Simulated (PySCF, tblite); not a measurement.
# GaO radical: EPR parameters, part 2 of 2

tblite 0.8.0 and PySCF 2.14.0. Atoms count from 0. Earlier steps stand in the parts before.

### Step 7. EPR parameters: B3LYP/pcH-1 Ga:dyall-v2z (B3LYP), spin–orbit

The job: settings as JSON, then the geometry in Å.

```
{"job": {"kind": "hepr", "xc": "B3LYP", "basis": {"default": "pcH-1", "Ga": "dyall-v2z"}, "rel": "so"}, "charge": 0, "multiplicity": 2}
O      0.848619    -0.021934    -0.029330
Ga    -0.858247    -0.015914    -0.036505
```

Level: B3LYP/pcH-1 Ga:dyall-v2z EPR parameters from three collinear SCF solutions, X2C with spin-orbit coupling, screened-nuclear two-electron part, Gaussian nuclei, gas phase.

What it wrote:

```text
spin-free SCF
coarse grid: 12600 points
cycle   1  E = -2018.8155372113  dE =  2.969e-01  |g| = 9.108e-01  |ddm| = 1.069e+00
cycle   2  E = -2012.7107954242  dE =  6.105e+00  |g| = 2.669e+00  |ddm| = 2.500e+00
cycle   3  E = -2019.1090016864  dE = -6.398e+00  |g| = 3.570e-01  |ddm| = 2.315e+00
cycle   4  E = -2019.0691467883  dE =  3.985e-02  |g| = 5.914e-01  |ddm| = 6.102e-01
cycle   5  E = -2019.1746899805  dE = -1.055e-01  |g| = 1.718e-01  |ddm| = 1.761e-01
cycle   6  E = -2019.1832463471  dE = -8.556e-03  |g| = 1.197e-01  |ddm| = 5.659e-02
cycle   7  E = -2019.1900837153  dE = -6.837e-03  |g| = 9.358e-03  |ddm| = 7.727e-02
cycle   8  E = -2019.1901304682  dE = -4.675e-05  |g| = 2.484e-03  |ddm| = 9.308e-03
cycle   9  E = -2019.1901337018  dE = -3.234e-06  |g| = 4.446e-04  |ddm| = 2.230e-03
final grid: 24504 points
cycle  10  E = -2019.1902485465  dE = -2.644e-07  |g| = 6.250e-04  |ddm| = 8.669e-04
cycle  11  E = -2019.1902476130  dE =  9.335e-07  |g| = 1.663e-03  |ddm| = 1.276e-03
cycle  12  E = -2019.1902487489  dE = -1.136e-06  |g| = 3.174e-04  |ddm| = 1.074e-03
cycle  13  E = -2019.1902487802  dE = -3.130e-08  |g| = 8.191e-05  |ddm| = 1.428e-04
cycle  14  E = -2019.1902487989  dE = -1.875e-08  |g| = 1.355e-05  |ddm| = 2.843e-04
cycle  15  E = -2019.1902487992  dE = -2.847e-10  |g| = 4.962e-06  |ddm| = 3.665e-05
converged SCF energy = -2019.1902487992
two-component SCF, magnetisation along principal axis 1
cycle   1  E = -2019.1599434690  dE = -2.019e+03  |FDS-SDF| = 1.311e+01
cycle   2  E = -2019.2251027669  dE = -6.516e-02  |FDS-SDF| = 5.172e-02
cycle   3  E = -2019.2251366502  dE = -3.388e-05  |FDS-SDF| = 1.800e-03
cycle   4  E = -2019.2251374688  dE = -8.186e-07  |FDS-SDF| = 1.707e-03
cycle   5  E = -2019.2251377688  dE = -3.000e-07  |FDS-SDF| = 7.046e-04
cycle   6  E = -2019.2251379875  dE = -2.187e-07  |FDS-SDF| = 5.782e-04
cycle   7  E = -2019.2251381620  dE = -1.746e-07  |FDS-SDF| = 1.919e-04
cycle   8  E = -2019.2251384054  dE = -2.434e-07  |FDS-SDF| = 1.113e-04
cycle   9  E = -2019.2251385175  dE = -1.121e-07  |FDS-SDF| = 3.516e-05
cycle  10  E = -2019.2251385237  dE = -6.177e-09  |FDS-SDF| = 5.544e-06
converged, E = -2019.2251385237
two-component SCF, magnetisation along principal axis 2
cycle   1  E = -2019.1599434690  dE = -2.019e+03  |FDS-SDF| = 1.311e+01
cycle   2  E = -2019.2251032513  dE = -6.516e-02  |FDS-SDF| = 5.172e-02
cycle   3  E = -2019.2251373538  dE = -3.410e-05  |FDS-SDF| = 1.808e-03
cycle   4  E = -2019.2251383676  dE = -1.014e-06  |FDS-SDF| = 1.726e-03
cycle   5  E = -2019.2251387498  dE = -3.822e-07  |FDS-SDF| = 7.278e-04
cycle   6  E = -2019.2251390914  dE = -3.416e-07  |FDS-SDF| = 6.019e-04
cycle   7  E = -2019.2251393559  dE = -2.645e-07  |FDS-SDF| = 2.434e-04
cycle   8  E = -2019.2251398769  dE = -5.210e-07  |FDS-SDF| = 1.466e-04
cycle   9  E = -2019.2251401361  dE = -2.592e-07  |FDS-SDF| = 4.993e-05
cycle  10  E = -2019.2251401533  dE = -1.716e-08  |FDS-SDF| = 2.152e-05
converged, E = -2019.2251401533
two-component SCF, magnetisation along principal axis 3
cycle   1  E = -2019.1599434690  dE = -2.019e+03  |FDS-SDF| = 1.311e+01
cycle   2  E = -2019.2251032513  dE = -6.516e-02  |FDS-SDF| = 5.172e-02
cycle   3  E = -2019.2251373538  dE = -3.410e-05  |FDS-SDF| = 1.808e-03
cycle   4  E = -2019.2251383676  dE = -1.014e-06  |FDS-SDF| = 1.726e-03
cycle   5  E = -2019.2251387498  dE = -3.822e-07  |FDS-SDF| = 7.278e-04
cycle   6  E = -2019.2251390914  dE = -3.416e-07  |FDS-SDF| = 6.019e-04
cycle   7  E = -2019.2251393559  dE = -2.645e-07  |FDS-SDF| = 2.434e-04
cycle   8  E = -2019.2251398769  dE = -5.210e-07  |FDS-SDF| = 1.466e-04
cycle   9  E = -2019.2251401361  dE = -2.592e-07  |FDS-SDF| = 4.993e-05
cycle  10  E = -2019.2251401533  dE = -1.717e-08  |FDS-SDF| = 2.152e-05
converged, E = -2019.2251401533

g tensor 1.96107 1.96107 2.00183   isotropic 1.97466

Hyperfine (MHz)
atom isotope      a_iso        A1        A2        A3
  0    17O       10.11    -181.85     106.09     106.09
  1   69Ga      719.07     575.52     575.52    1006.17

Field gradients (au) and densities at the nuclei (bohr^-3)
atom        Vxx        Vyy        Vzz        centre      nuclear mean
  0 O     -1.0346    -1.0346     2.0692        313.149        313.139
  1 Ga     0.7608     0.7608    -1.5217      26071.964      26049.538
without picture change
  1 Ga                          -1.5762                     39425.183
```

It took 13 s on 1 thread of Intel Xeon Platinum 8375C at 2.90GHz, shared host; peak memory 0.49 GiB.

In short:

```csv
quantity,value
g(iso),1.9747
```

### Step 8. EPR parameters: BHandHLYP/pcH-1 Ga:dyall-v2z (BHandHLYP), spin–orbit

The job: settings as JSON, then the geometry in Å.

```
{"job": {"kind": "hepr", "xc": "BHandHLYP", "basis": {"default": "pcH-1", "Ga": "dyall-v2z"}, "rel": "so"}, "charge": 0, "multiplicity": 2}
O      0.848619    -0.021934    -0.029330
Ga    -0.858247    -0.015914    -0.036505
```

With the program's defaults for keys left out, this is: BHandHLYP/pcH-1 Ga:dyall-v2z EPR parameters from three collinear SCF solutions, X2C with spin-orbit coupling, screened-nuclear two-electron part, Gaussian nuclei, gas phase.

What it wrote:

```text
spin-free SCF
coarse grid: 12600 points
cycle   1  E = -2018.7503818555  dE =  1.560e-01  |g| = 7.647e-01  |ddm| = 1.051e+00
cycle   2  E = -2015.2720216547  dE =  3.478e+00  |g| = 2.392e+00  |ddm| = 1.897e+00
cycle   3  E = -2019.0223234964  dE = -3.750e+00  |g| = 1.476e-01  |ddm| = 1.591e+00
cycle   4  E = -2019.0310202273  dE = -8.697e-03  |g| = 1.784e-01  |ddm| = 2.263e-01
cycle   5  E = -2019.0384381803  dE = -7.418e-03  |g| = 5.559e-02  |ddm| = 5.452e-02
cycle   6  E = -2019.0409890687  dE = -2.551e-03  |g| = 3.944e-02  |ddm| = 6.988e-02
cycle   7  E = -2019.0430810466  dE = -2.092e-03  |g| = 8.545e-03  |ddm| = 1.012e-01
cycle   8  E = -2019.0432266255  dE = -1.456e-04  |g| = 2.023e-03  |ddm| = 2.634e-02
cycle   9  E = -2019.0432402376  dE = -1.361e-05  |g| = 4.507e-04  |ddm| = 9.224e-03
cycle  10  E = -2019.0432407484  dE = -5.108e-07  |g| = 1.726e-04  |ddm| = 1.731e-03
final grid: 24504 points
cycle  11  E = -2019.0433196936  dE = -5.043e-08  |g| = 1.714e-04  |ddm| = 2.610e-04
cycle  12  E = -2019.0433197079  dE = -1.429e-08  |g| = 2.203e-04  |ddm| = 1.685e-04
cycle  13  E = -2019.0433197173  dE = -9.314e-09  |g| = 4.976e-05  |ddm| = 8.042e-05
converged SCF energy = -2019.0433197173
two-component SCF, magnetisation along principal axis 1
cycle   1  E = -2019.0130890258  dE = -2.019e+03  |FDS-SDF| = 1.309e+01
cycle   2  E = -2019.0778948843  dE = -6.481e-02  |FDS-SDF| = 1.249e-01
cycle   3  E = -2019.0780565440  dE = -1.617e-04  |FDS-SDF| = 7.138e-03
cycle   4  E = -2019.0780617516  dE = -5.208e-06  |FDS-SDF| = 1.380e-03
cycle   5  E = -2019.0780626372  dE = -8.856e-07  |FDS-SDF| = 1.291e-03
cycle   6  E = -2019.0780629333  dE = -2.961e-07  |FDS-SDF| = 3.744e-04
cycle   7  E = -2019.0780632190  dE = -2.857e-07  |FDS-SDF| = 2.330e-04
cycle   8  E = -2019.0780632975  dE = -7.855e-08  |FDS-SDF| = 1.985e-04
cycle   9  E = -2019.0780633913  dE = -9.382e-08  |FDS-SDF| = 1.642e-04
cycle  10  E = -2019.0780636243  dE = -2.330e-07  |FDS-SDF| = 1.303e-04
cycle  11  E = -2019.0780639515  dE = -3.272e-07  |FDS-SDF| = 5.535e-05
cycle  12  E = -2019.0780639903  dE = -3.876e-08  |FDS-SDF| = 1.926e-05
cycle  13  E = -2019.0780639919  dE = -1.629e-09  |FDS-SDF| = 6.680e-06
converged, E = -2019.0780639919
two-component SCF, magnetisation along principal axis 2
cycle   1  E = -2019.0130890258  dE = -2.019e+03  |FDS-SDF| = 1.309e+01
cycle   2  E = -2019.0778949564  dE = -6.481e-02  |FDS-SDF| = 1.249e-01
cycle   3  E = -2019.0780563803  dE = -1.614e-04  |FDS-SDF| = 7.127e-03
cycle   4  E = -2019.0780614174  dE = -5.037e-06  |FDS-SDF| = 1.358e-03
cycle   5  E = -2019.0780622557  dE = -8.383e-07  |FDS-SDF| = 1.285e-03
cycle   6  E = -2019.0780625615  dE = -3.058e-07  |FDS-SDF| = 3.886e-04
cycle   7  E = -2019.0780629205  dE = -3.590e-07  |FDS-SDF| = 2.908e-04
cycle   8  E = -2019.0780630703  dE = -1.498e-07  |FDS-SDF| = 2.655e-04
cycle   9  E = -2019.0780633045  dE = -2.342e-07  |FDS-SDF| = 2.350e-04
cycle  10  E = -2019.0780641018  dE = -7.973e-07  |FDS-SDF| = 1.696e-04
cycle  11  E = -2019.0780648206  dE = -7.188e-07  |FDS-SDF| = 7.114e-05
cycle  12  E = -2019.0780648874  dE = -6.678e-08  |FDS-SDF| = 3.614e-05
cycle  13  E = -2019.0780648948  dE = -7.382e-09  |FDS-SDF| = 2.665e-05
converged, E = -2019.0780648948
two-component SCF, magnetisation along principal axis 3
cycle   1  E = -2019.0130890258  dE = -2.019e+03  |FDS-SDF| = 1.309e+01
cycle   2  E = -2019.0778949564  dE = -6.481e-02  |FDS-SDF| = 1.249e-01
cycle   3  E = -2019.0780563803  dE = -1.614e-04  |FDS-SDF| = 7.127e-03
cycle   4  E = -2019.0780614174  dE = -5.037e-06  |FDS-SDF| = 1.358e-03
cycle   5  E = -2019.0780622557  dE = -8.383e-07  |FDS-SDF| = 1.285e-03
cycle   6  E = -2019.0780625614  dE = -3.058e-07  |FDS-SDF| = 3.886e-04
cycle   7  E = -2019.0780629205  dE = -3.590e-07  |FDS-SDF| = 2.908e-04
cycle   8  E = -2019.0780630703  dE = -1.498e-07  |FDS-SDF| = 2.655e-04
cycle   9  E = -2019.0780633045  dE = -2.342e-07  |FDS-SDF| = 2.350e-04
cycle  10  E = -2019.0780641018  dE = -7.972e-07  |FDS-SDF| = 1.696e-04
cycle  11  E = -2019.0780648206  dE = -7.188e-07  |FDS-SDF| = 7.114e-05
cycle  12  E = -2019.0780648874  dE = -6.678e-08  |FDS-SDF| = 3.614e-05
cycle  13  E = -2019.0780648948  dE = -7.381e-09  |FDS-SDF| = 2.665e-05
converged, E = -2019.0780648948

g tensor 1.95478 1.95478 2.00182   isotropic 1.97046

Hyperfine (MHz)
atom isotope      a_iso        A1        A2        A3
  0    17O        8.55    -203.71     114.68     114.68
  1   69Ga      -82.69    -225.44    -225.44     202.81

Field gradients (au) and densities at the nuclei (bohr^-3)
atom        Vxx        Vyy        Vzz        centre      nuclear mean
  0 O     -1.1903    -1.1904     2.3807        312.867        312.856
  1 Ga     0.8639     0.8639    -1.7279      26056.838      26034.494
without picture change
  1 Ga                          -1.7848                     39395.733
```

Run time: 15 s. Hardware: 1 thread of Intel Xeon Platinum 8375C at 2.90GHz, shared host; peak memory 0.49 GiB.

From this job:

```
quantity   value
  g(iso)  1.9705
```

### Step 9. Results

What follows sums up all 2 parts.

| quantity | value |
| --- | --- |
| strongest single infrared mode (GFN2-xTB) | 721 cm⁻¹, 26 km/mol |
| zero-point energy (GFN2-xTB) | 1.0 kcal/mol |
| point group | C∞v |
| rotational constants (main isotopes) | 13.36, 13.36 GHz |
| g(iso) (step 5, BP86/pcH-1 Ga:dyall-v2z (BP86), spin–orbit) | 1.9762 |
| a(iso) (step 5, BP86/pcH-1 Ga:dyall-v2z (BP86), spin–orbit) | 69Ga Ga1 1267.3, 17O O0 17.7 MHz |
| g(iso) (step 6, PBE/pcH-1 Ga:dyall-v2z (PBE), spin–orbit) | 1.9767 |
| a(iso) (step 6, PBE/pcH-1 Ga:dyall-v2z (PBE), spin–orbit) | 69Ga Ga1 1291.3, 17O O0 13.2 MHz |
| g(iso) (step 7, B3LYP/pcH-1 Ga:dyall-v2z (B3LYP), spin–orbit) | 1.9747 |
| a(iso) (step 7, B3LYP/pcH-1 Ga:dyall-v2z (B3LYP), spin–orbit) | 69Ga Ga1 719.1, 17O O0 10.1 MHz |
| g(iso) (step 8, BHandHLYP/pcH-1 Ga:dyall-v2z (BHandHLYP), spin–orbit) | 1.9705 |
| a(iso) (step 8, BHandHLYP/pcH-1 Ga:dyall-v2z (BHandHLYP), spin–orbit) | 69Ga Ga1 -82.7, 17O O0 8.6 MHz |

The one mode is real. Unscaled tight-binding wavenumbers are off by several per cent, some by more. Its intensities can rank the bands wrongly. The optimisation took 4 steps and gained 0.057 eV; among the close pairs (by a distance rule), O0–Ga1 changed most, from 1.647 to 1.707 Å (PBE0/def2-SVP).

Measured a(iso) of 69Ga: 1483 MHz (Ne matrix; Aldegunde, Hutson, Hyperfine structure of 2Sigma molecules containing alkaline-earth atoms, arXiv:1711.09467); step 5, BP86/pcH-1 Ga:dyall-v2z (BP86), spin–orbit gives 1267 MHz.

Measured a(iso) of 17O: 8 MHz (Ne matrix; Aldegunde, Hutson, Hyperfine structure of 2Sigma molecules containing alkaline-earth atoms, arXiv:1711.09467); step 5, BP86/pcH-1 Ga:dyall-v2z (BP86), spin–orbit gives 18 MHz.

Measured a(iso) of 69Ga: 1483 MHz (Ne matrix; Aldegunde, Hutson, Hyperfine structure of 2Sigma molecules containing alkaline-earth atoms, arXiv:1711.09467); step 6, PBE/pcH-1 Ga:dyall-v2z (PBE), spin–orbit gives 1291 MHz.

Measured a(iso) of 17O: 8 MHz (Ne matrix; Aldegunde, Hutson, Hyperfine structure of 2Sigma molecules containing alkaline-earth atoms, arXiv:1711.09467); step 6, PBE/pcH-1 Ga:dyall-v2z (PBE), spin–orbit gives 13 MHz.

Measured a(iso) of 69Ga: 1483 MHz (Ne matrix; Aldegunde, Hutson, Hyperfine structure of 2Sigma molecules containing alkaline-earth atoms, arXiv:1711.09467); step 7, B3LYP/pcH-1 Ga:dyall-v2z (B3LYP), spin–orbit gives 719 MHz.

Measured a(iso) of 17O: 8 MHz (Ne matrix; Aldegunde, Hutson, Hyperfine structure of 2Sigma molecules containing alkaline-earth atoms, arXiv:1711.09467); step 7, B3LYP/pcH-1 Ga:dyall-v2z (B3LYP), spin–orbit gives 10 MHz.

Measured a(iso) of 69Ga: 1483 MHz (Ne matrix; Aldegunde, Hutson, Hyperfine structure of 2Sigma molecules containing alkaline-earth atoms, arXiv:1711.09467); step 8, BHandHLYP/pcH-1 Ga:dyall-v2z (BHandHLYP), spin–orbit gives -83 MHz.

Measured a(iso) of 17O: 8 MHz (Ne matrix; Aldegunde, Hutson, Hyperfine structure of 2Sigma molecules containing alkaline-earth atoms, arXiv:1711.09467); step 8, BHandHLYP/pcH-1 Ga:dyall-v2z (BHandHLYP), spin–orbit gives 9 MHz.
